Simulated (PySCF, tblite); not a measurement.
# C2HBF2: excited states, first hyperpolarisability

Wanted: excited states, first hyperpolarisability for C2HBF2 (`C#CB(F)F`).

Computed with tblite 0.8.0 and PySCF 2.14.0 and routines of our own; the level stands in each step. Atoms count from 0.

### 1 The system as given

6 atoms, charge 0, multiplicity 1; geometry from: force field or distance geometry start.

### 2 Relaxing the molecule with GFN2-xTB

Job settings and geometry (Å):

```
{"job": {"kind": "relax", "xc": "GFN2-xTB", "basis": "xTB"}, "charge": 0, "multiplicity": 1}
C      1.654400    -0.097500     0.010900
C      0.433300    -0.054300    -0.068300
B     -1.099600    -0.004700    -0.121100
F     -1.753500     1.267800    -0.467600
F     -1.931500    -0.989300     0.541700
H      2.700100    -0.120100     0.082900
```

Started as:

```sh
OMP_NUM_THREADS=1 python excited_run.py task.json out
```

The driver reads the jobs from task.json and runs them one after another.

The log of the run:

```text
step      E/eV     max force
  0    -421.23981    3.827
  1    -421.62698    4.537
  2    -421.12602    8.703
  3    -421.91212    1.325
  4    -421.96524    0.616
  5    -421.99030    0.366
  6    -421.99242    0.155
  7    -421.99353    0.108
  8    -421.99415    0.138
  9    -421.99559    0.159
 10    -421.99652    0.130
 11    -421.99757    0.130
 12    -421.99863    0.166
 13    -421.99994    0.194
 14    -422.00092    0.130
 15    -422.00132    0.042
 16    -422.00141    0.031
 17    -422.00149    0.043
 18    -422.00156    0.037
 19    -422.00158    0.014
 20    -422.00158    0.004
```

Run time: 0.06 s. Hardware: 1 thread of Arm Neoverse V1, shared host.

Relaxation path: (the energy doesn't fall at every step)

```
step  energy from step 0 (eV)  largest force (eV/Å)
   0                   0.0000                3.8273
   1                  -0.3872                4.5375
   2                   0.1138                8.7034
   3                  -0.6723                1.3249
   4                  -0.7254                0.6162
   5                  -0.7505                0.3659
   6                  -0.7526                0.1547
   7                  -0.7537                0.1080
   8                  -0.7543                0.1382
   9                  -0.7558                0.1593
  10                  -0.7567                0.1295
  11                  -0.7578                0.1301
  12                  -0.7588                0.1658
  13                  -0.7601                0.1936
  14                  -0.7611                0.1301
  15                  -0.7615                0.0420
  16                  -0.7616                0.0312
  17                  -0.7617                0.0435
  18                  -0.7618                0.0370
  19                  -0.7618                0.0145
  20                  -0.7618                0.0041
```

Close pairs (by a distance rule), those that changed most:

```
 bond  before (Å)  after (Å)  change (Å)
B2–F3       1.472      1.316      -0.156
B2–F4       1.449      1.316      -0.133
C0–C1       1.224      1.203      -0.021
C1–B2       1.535      1.517      -0.018
C0–H5       1.048      1.052      +0.004
```

The end geometry stands in the next job.

### 3 Vibrational analysis with GFN2-xTB

Job settings and geometry (Å):

```
{"job": {"kind": "ir", "xc": "GFN2-xTB", "basis": "xTB"}, "charge": 0, "multiplicity": 1}
C      1.618751    -0.092139     0.017252
C      0.417579    -0.026329     0.003568
B     -1.096234     0.061771    -0.017119
F     -1.735945     1.115330    -0.478833
F     -1.870075    -0.907346     0.423439
H      2.669047    -0.149298     0.030118
```

The log of the run:

```text
mode    cm-1     km/mol
  1     141.1      0.00
  2     200.8      0.66
  3     402.1     24.68
  4     448.4      4.87
  5     531.8     86.42
  6     689.3     23.57
  7     707.1     57.84
  8     719.8      1.27
  9    1274.3    427.93
 10    1275.5    440.27
 11    2219.1     91.16
 12    3366.6      2.72
```

It took 0.07 s on 1 thread of Arm Neoverse V1, shared host.

The strongest bands and the atoms that carry them (share of the mass-weighted mode):

```
cm⁻¹  km/mol                               atoms
 402    24.7  F4 34 %, F3 34 %, C0 14 %, C1 13 %
 448     4.9           C1 62 %, F3 14 %, F4 14 %
 532    86.4                    B2 67 %, C1 20 %
 689    23.6                    H5 83 %, C0 15 %
 707    57.8                    H5 78 %, C0 15 %
1274   427.9                    B2 74 %, F3 22 %
1276   440.3                    B2 73 %, F4 23 %
2219    91.2                    C1 57 %, C0 33 %
```

### 4 Optimising the geometry at PBE0-D3(BJ)/def2-SVP

Settings changed since step 3:

```diff
@@ -1,2 +1,2 @@
-{"job": {"kind": "ir", "xc": "GFN2-xTB", "basis": "xTB"}, "charge": 0, "multiplicity": 1}
+{"job": {"xc": "PBE0", "basis": "def2-SVP", "d3": "d3bj", "grid": 1, "kind": "geom"}, "charge": 0, "multiplicity": 1}
 C      1.618751    -0.092139     0.017252
```

The log of the run:

```text
step   0  E = -300.86194630  max force = 0.020268
step   1  E = -300.86310169  max force = 0.003478
step   2  E = -300.86309797  max force = 0.003240
step   3  E = -300.86315493  max force = 0.001046
step   4  E = -300.86313513  max force = 0.001346
step   5  E = -300.86315430  max force = 0.000425
step   6  E = -300.86315231  max force = 0.001011
step   7  E = -300.86315756  max force = 0.000632
step   8  E = -300.86315804  max force = 0.000276
optimisation converged
```

Wall time 11 s (1 thread of Arm Neoverse V1, shared host); peak memory 0.38 GiB.

Along the way:

```
step  energy from step 0 (eV)  largest force component (eV/Å)
   0                   0.0000                          1.0422
   1                  -0.0314                          0.1788
   2                  -0.0313                          0.1666
   3                  -0.0329                          0.0538
   4                  -0.0323                          0.0692
   5                  -0.0329                          0.0219
   6                  -0.0328                          0.0520
   7                  -0.0330                          0.0325
   8                  -0.0330                          0.0142
```

Distances of close pairs at the start and the end, largest changes first:

```
 bond  before (Å)  after (Å)  change (Å)
C0–H5       1.052      1.076      +0.024
C0–C1       1.203      1.215      +0.012
C1–B2       1.517      1.526      +0.010
B2–F3       1.316      1.315      -0.001
B2–F4       1.316      1.316      -0.000
```

The next job starts from the end point, and lists it.

```
                         at the end point                 value
  point group (found at 0.08 Å tolerance)                   C2v
rotational constants (GHz, main isotopes)  10.485, 3.640, 2.702
                        dipole moment (D)                  1.90
```

### 5 Excited states: TDA B3LYP/def2-SVPD

Job settings and geometry (Å):

```
{"job": {"kind": "states", "xc": "B3LYP", "basis": "def2-SVPD", "tda": true, "soc": true, "nstates": 8, "ntriplets": 5, "nquad": 4}, "charge": 0, "multiplicity": 1}
C      1.606375    -0.068677     0.086444
C      0.392510    -0.044841     0.042714
B     -1.131705    -0.002792    -0.020774
F     -1.753486     1.013942    -0.577435
F     -1.867781    -0.974752     0.474477
H      2.681474    -0.087877     0.123931
```

Method: TDA B3LYP/def2-SVPD excited states, vertical, gas phase, spin-orbit mean-field couplings.

The log of the run:

```text
coarse grid: 6056 points
cycle   1  E = -301.0852644069  dE =  5.460e-01  |g| = 6.322e-01  |ddm| = 7.931e+00
cycle   2  E = -301.0129800177  dE =  7.228e-02  |g| = 9.365e-01  |ddm| = 1.807e+00
cycle   3  E = -301.1581929260  dE = -1.452e-01  |g| = 8.515e-02  |ddm| = 8.946e-01
cycle   4  E = -301.1596513110  dE = -1.458e-03  |g| = 3.923e-02  |ddm| = 1.369e-01
cycle   5  E = -301.1599395247  dE = -2.882e-04  |g| = 2.329e-02  |ddm| = 5.311e-02
cycle   6  E = -301.1600757610  dE = -1.362e-04  |g| = 8.366e-04  |ddm| = 2.460e-02
cycle   7  E = -301.1600759597  dE = -1.987e-07  |g| = 1.008e-04  |ddm| = 3.729e-03
final grid: 62208 points
cycle   8  E = -301.2028419804  dE = -3.886e-05  |g| = 2.251e-03  |ddm| = 7.893e-02
cycle   9  E = -301.2028416088  dE =  3.717e-07  |g| = 2.584e-03  |ddm| = 9.886e-03
cycle  10  E = -301.2028431528  dE = -1.544e-06  |g| = 8.532e-04  |ddm| = 3.762e-03
cycle  11  E = -301.2028433265  dE = -1.737e-07  |g| = 2.422e-04  |ddm| = 9.591e-04
cycle  12  E = -301.2028433403  dE = -1.380e-08  |g| = 7.600e-05  |ddm| = 2.608e-04
cycle  13  E = -301.2028433413  dE = -9.620e-10  |g| = 1.528e-05  |ddm| = 7.608e-05
converged SCF energy = -301.2028433413

Singlet excitations
state   eV       nm        f     d(h-e)  d(exc)  Lambda  PR(NTO)  |dmu|/D   mu/D   main configurations
  1   5.2028   238.3   0.00000   0.697   2.267   0.455   1.005    2.237    4.263   H->L 0.99
  2   6.0709   204.2   0.04624   0.430   2.196   0.784   1.812    1.147    3.173   H-1->L 0.66, H->L+1 0.33
  3   6.8613   180.7   0.00000   0.060   2.045   0.556   1.006    0.318    1.707   H-1->L+1 0.99
  4   7.9881   155.2   0.05169   1.400   3.675   0.250   1.001    4.845    6.871   H->L+2 0.98
  5   8.1984   151.2   0.05915   1.396   3.671   0.281   1.005                     H-1->L+2 0.98
  6   8.5976   144.2   0.00632   1.361   3.436   0.290   1.004                     H->L+3 0.97
  7   8.7003   142.5   0.00219   1.023   2.629   0.486   1.125                     H-2->L 0.93
  8   8.8235   140.5   0.00760   1.523   3.438   0.301   1.112                     H-1->L+3 0.93

Triplet excitations (Tamm-Dancoff)
state   eV     d(h-e)  d(exc)  Lambda  PR(NTO)   main configurations
  1   4.5527   0.394   2.128   0.753   1.104   H-1->L 0.92
  2   4.7898   0.562   2.187   0.457   1.086   H->L 0.94
  3   5.5263   0.077   1.940   0.834   1.109   H->L+1 0.93
  4   6.4158   0.005   2.031   0.550   1.100   H-1->L+1 0.94
  5   7.9064   1.243   3.584   0.251   1.002   H->L+2 0.96
S1 - T1 = 0.6501 eV

Spin-orbit couplings |<S|Hso|T>| (cm-1)
             T1       T2       T3       T4       T5
S0        0.007    2.454    0.015    0.910    0.882
S1       10.919    0.001   10.955    0.002    0.355
S2        0.004   19.115    0.011   11.453    1.529
S3        7.081    0.001   15.087    0.004    0.029
S4        0.611    0.652    2.658    0.166    0.007
S5        0.118    0.800    0.049    2.593   13.748
S6        0.645    3.944    2.903    0.920    0.006
S7       12.142    2.429    2.979    0.057    0.374
S8        6.981    0.142    1.552    2.786    0.557
T1 sublevels (cm-1): 0.000 0.006 0.077   radiative rates (1/s): 0.585 0.0203 0.000854
```

Run time: 6.5 s. Hardware: 1 thread of Arm Neoverse V1, shared host; peak memory 0.48 GiB.

Key values:

```
  quantity    value
S1 less T1  0.65 eV
```

### 6 Excited states: TDDFT B3LYP/def2-SVPD

Job settings and geometry (Å):

```
{"job": {"kind": "states", "xc": "B3LYP", "basis": "def2-SVPD", "tpa": true, "nstates": 6, "nquad": 5, "ntriplets": 0}, "charge": 0, "multiplicity": 1}
C      1.606375    -0.068677     0.086444
C      0.392510    -0.044841     0.042714
B     -1.131705    -0.002792    -0.020774
F     -1.753486     1.013942    -0.577435
F     -1.867781    -0.974752     0.474477
H      2.681474    -0.087877     0.123931
```

Level: TDDFT B3LYP/def2-SVPD excited states, vertical, gas phase, two-photon moments by quadratic response.

The log of the run:

```text
coarse grid: 6056 points
cycle   1  E = -301.0852644069  dE =  5.460e-01  |g| = 6.322e-01  |ddm| = 7.931e+00
cycle   2  E = -301.0129800177  dE =  7.228e-02  |g| = 9.365e-01  |ddm| = 1.807e+00
cycle   3  E = -301.1581929260  dE = -1.452e-01  |g| = 8.515e-02  |ddm| = 8.946e-01
cycle   4  E = -301.1596513110  dE = -1.458e-03  |g| = 3.923e-02  |ddm| = 1.369e-01
cycle   5  E = -301.1599395247  dE = -2.882e-04  |g| = 2.329e-02  |ddm| = 5.311e-02
cycle   6  E = -301.1600757610  dE = -1.362e-04  |g| = 8.366e-04  |ddm| = 2.460e-02
cycle   7  E = -301.1600759597  dE = -1.987e-07  |g| = 1.008e-04  |ddm| = 3.729e-03
final grid: 62208 points
cycle   8  E = -301.2028419804  dE = -3.886e-05  |g| = 2.251e-03  |ddm| = 7.893e-02
cycle   9  E = -301.2028416088  dE =  3.717e-07  |g| = 2.584e-03  |ddm| = 9.886e-03
cycle  10  E = -301.2028431528  dE = -1.544e-06  |g| = 8.532e-04  |ddm| = 3.762e-03
cycle  11  E = -301.2028433265  dE = -1.737e-07  |g| = 2.422e-04  |ddm| = 9.591e-04
cycle  12  E = -301.2028433403  dE = -1.380e-08  |g| = 7.600e-05  |ddm| = 2.608e-04
cycle  13  E = -301.2028433413  dE = -9.620e-10  |g| = 1.528e-05  |ddm| = 7.608e-05
converged SCF energy = -301.2028433413

Singlet excitations
state   eV       nm        f     d(h-e)  d(exc)  Lambda  PR(NTO)  |dmu|/D   mu/D   delta(TPA)   sigma/GM   main configurations
  1   5.1938   238.7   0.00000   0.702   2.271   0.455   1.002    2.233    4.259        0.01      0.000   H->L 0.99
  2   6.0202   205.9   0.04713   0.442   2.197   0.782   1.800    1.313    3.339       20.53      0.273   H-1->L 0.71, H->L+1 0.28
  3   6.8514   181.0   0.00000   0.058   2.048   0.556   1.011    0.316    1.710        0.01      0.000   H-1->L+1 0.99
  4   7.9859   155.3   0.04876   1.401   3.677   0.250   1.001    4.836    6.862        0.10      0.002   H->L+2 0.98
  5   8.1952   151.3   0.05539   1.402   3.674   0.281   1.004    5.098    7.124        1.47      0.036   H-1->L+2 0.98
  6   8.5916   144.3   0.00632   1.374   3.438   0.290   1.005                                            H->L+3 0.97
```

Run time: 7.2 s. Hardware: 1 thread of Arm Neoverse V1, shared host; peak memory 0.49 GiB.

### 7 First hyperpolarisability: quadratic response CAM-B3LYP/def2-SVPD

Job settings and geometry (Å):

```
{"job": {"kind": "beta", "xc": "CAM-B3LYP", "basis": "def2-SVPD", "wavelengths": [1064, 800]}, "charge": 0, "multiplicity": 1}
C      1.606375    -0.068677     0.086444
C      0.392510    -0.044841     0.042714
B     -1.131705    -0.002792    -0.020774
F     -1.753486     1.013942    -0.577435
F     -1.867781    -0.974752     0.474477
H      2.681474    -0.087877     0.123931
```

Level: quadratic response CAM-B3LYP/def2-SVPD first hyperpolarisability, Taylor convention, gas phase.

The log of the run:

```text
coarse grid: 6056 points
cycle   1  E = -300.9751881941  dE =  5.916e-01  |g| = 6.237e-01  |ddm| = 7.444e+00
cycle   2  E = -300.9673165750  dE =  7.872e-03  |g| = 7.352e-01  |ddm| = 1.562e+00
cycle   3  E = -301.0506175187  dE = -8.330e-02  |g| = 5.346e-02  |ddm| = 7.727e-01
cycle   4  E = -301.0511893303  dE = -5.718e-04  |g| = 1.661e-02  |ddm| = 1.831e-01
cycle   5  E = -301.0512639629  dE = -7.463e-05  |g| = 3.014e-03  |ddm| = 6.664e-02
cycle   6  E = -301.0512662224  dE = -2.259e-06  |g| = 1.395e-03  |ddm| = 8.083e-03
final grid: 62208 points
cycle   7  E = -301.0946778786  dE = -3.175e-05  |g| = 2.761e-03  |ddm| = 6.991e-02
cycle   8  E = -301.0946761606  dE =  1.718e-06  |g| = 3.823e-03  |ddm| = 1.013e-02
cycle   9  E = -301.0946796498  dE = -3.489e-06  |g| = 5.282e-04  |ddm| = 3.978e-03
cycle  10  E = -301.0946797147  dE = -6.494e-08  |g| = 1.720e-04  |ddm| = 9.484e-04
cycle  11  E = -301.0946797215  dE = -6.782e-09  |g| = 5.251e-05  |ddm| = 2.364e-04
cycle  12  E = -301.0946797221  dE = -5.963e-10  |g| = 1.097e-05  |ddm| = 5.356e-05
converged SCF energy = -301.0946797221

Lowest singlets (eV, f): 5.2477 0.0000  6.0625 0.0390  6.7734 0.0000

First hyperpolarisability (au)
process     nm      |vector|   parallel      HRS      DR
static         -        1.78       0.92      20.63   1.502
shg       1064.0       10.17       6.08      23.97   1.547
eope      1064.0        4.17       2.44          -       -
shg        800.0       19.33      11.58      27.59   1.634
eope       800.0        6.29       3.73          -       -
```

It took 6.8 s on 1 thread of Arm Neoverse V1, shared host; peak memory 0.5 GiB.

### 8 What came out

```
                                                 quantity                                           value
                strongest single infrared mode (GFN2-xTB)                           1276 cm⁻¹, 440 km/mol
                             zero-point energy (GFN2-xTB)                                   17.1 kcal/mol
                                              point group                                             C2v
                     rotational constants (main isotopes)                           10.49, 3.64, 2.70 GHz
                 S1 less T1 (step 5, TDA B3LYP/def2-SVPD)                                         0.65 eV
β vector (step 7, quadratic response CAM-B3LYP/def2-SVPD)  static 2, SHG 1064.0 nm 10, SHG 800.0 nm 19 au
```

All 12 modes are real, so the xTB geometry is a minimum. GFN2-xTB is a fitted tight-binding method: band positions and strengths are rough. Its intensities can rank the bands wrongly. Relaxing lowered the energy by 0.033 eV in 8 steps; the close pair that moved most is C0–H5, from 1.052 to 1.076 Å (PBE0/def2-SVP). In step 5, the number of triplets below S1 is 2, and the largest singlet-triplet spin-orbit coupling is S2–T2, 19.11 cm⁻¹.
